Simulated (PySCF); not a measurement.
**From one method to the next for H2**

Starting from one script, swap the method and compare what comes out for H2.

Program: PySCF 2.14.0. Level of theory: method and basis as typed in the scripts. These are calculated values, not measurements.

2 further runs of the same task are left out: 2 that didn't finish.

**1. The system as given**

H2: 2 atoms, charge 0, spin multiplicity 1.

Bond lengths: H1–H2 0.736 Å.

**2. The run that the others are compared with**

Contents of input.py:

```python
from pyscf import gto, dft

mol = gto.M(
    atom='H 0 0 0; H 0 0 0.736',
    basis='lanl2dz',
    charge=0,
    spin=0,
    symmetry=True,
    verbose=3,
)
mf = dft.RKS(mol, xc='m062x')
mf.kernel()
g = mf.nuc_grad_method()
g.grid_response = True
g.kernel()
mf.dip_moment()
print('orbital energies (hartree):', mf.mo_energy[..., max(0, mol.nelec[1]-3):mol.nelec[0]+3].round(4))
```

Run with:

```sh
$ OMP_NUM_THREADS=1 python input.py
```

**3. CCSD (RHF)**

Edit 1 changes step after the SCF: gradient → ccsd; SCF type: RKS → RHF; functional: m062x → none (Hartree–Fock).

Contents of input.py:

```python
from pyscf import gto, scf, cc

mol = gto.M(
    atom='H 0 0 0; H 0 0 0.736',
    basis='lanl2dz',
    charge=0,
    spin=0,
    symmetry=True,
    verbose=3,
)
mf = scf.RHF(mol)
mf.kernel()
mycc = cc.CCSD(mf)
mycc.kernel()
mf.dip_moment()
print('orbital energies (hartree):', mf.mo_energy[..., max(0, mol.nelec[1]-3):mol.nelec[0]+3].round(4))
```

**4. O3lyp**

Edit 2 changes functional: m062x → o3lyp.

input.py, as its differences from that of step 2:

```diff
@@ -10,3 +10,3 @@
 )
-mf = dft.RKS(mol, xc='m062x')
+mf = dft.RKS(mol, xc='o3lyp')
 mf.kernel()
```

**5. B3lyp**

Edit 3 changes functional: m062x → b3lyp.

input.py, as its differences from that of step 2:

```diff
@@ -10,3 +10,3 @@
 )
-mf = dft.RKS(mol, xc='m062x')
+mf = dft.RKS(mol, xc='b3lyp')
 mf.kernel()
```

**6. SCF alone**

Edit 4 changes step after the SCF: gradient → none.

input.py, as its differences from that of step 2:

```diff
@@ -12,5 +12,2 @@
 mf.kernel()
-g = mf.nuc_grad_method()
-g.grid_response = True
-g.kernel()
 mf.dip_moment()
```

**7. CCSD(T) (RHF)**

Edit 5 changes step after the SCF: gradient → ccsd(t); SCF type: RKS → RHF; functional: m062x → none (Hartree–Fock).

Contents of input.py:

```python
from pyscf import gto, scf, cc

mol = gto.M(
    atom='H 0 0 0; H 0 0 0.736',
    basis='lanl2dz',
    charge=0,
    spin=0,
    symmetry=True,
    verbose=3,
)
mf = scf.RHF(mol)
mf.kernel()
mycc = cc.CCSD(mf)
mycc.kernel()
mycc.ccsd_t()
mf.dip_moment()
print('orbital energies (hartree):', mf.mo_energy[..., max(0, mol.nelec[1]-3):mol.nelec[0]+3].round(4))
```

Q: Predict the outcome of this session. Wanted: for each run, E(SCF); from base; gap; after the SCF.

As calculated:

```
          run  E(SCF) (hartree)  from base (eV)  gap (eV)                  after the SCF
         base         -1.162944               0     18.47                            n/a
   CCSD (RHF)         -1.126641  not comparable     23.28     CCSD correlation -0.675 eV
        o3lyp         -1.172521  not comparable     14.10                            n/a
        b3lyp         -1.174380  not comparable     14.92                            n/a
    SCF alone         -1.162944          0.0000     18.47                            n/a
CCSD(T) (RHF)         -1.126641  not comparable     23.28  CCSD(T) correlation -0.675 eV
```

The gap between the frontier levels is 14.1 eV with o3lyp (12 % exact exchange) and 18.5 eV with m062x (54 %): exact exchange opens it. On the same reference and core, CCSD(T) gains 0.67 eV in 0.91 s; CCSD reaches 100 % of that in 0.88 s. A lower total energy from another functional means nothing by itself.
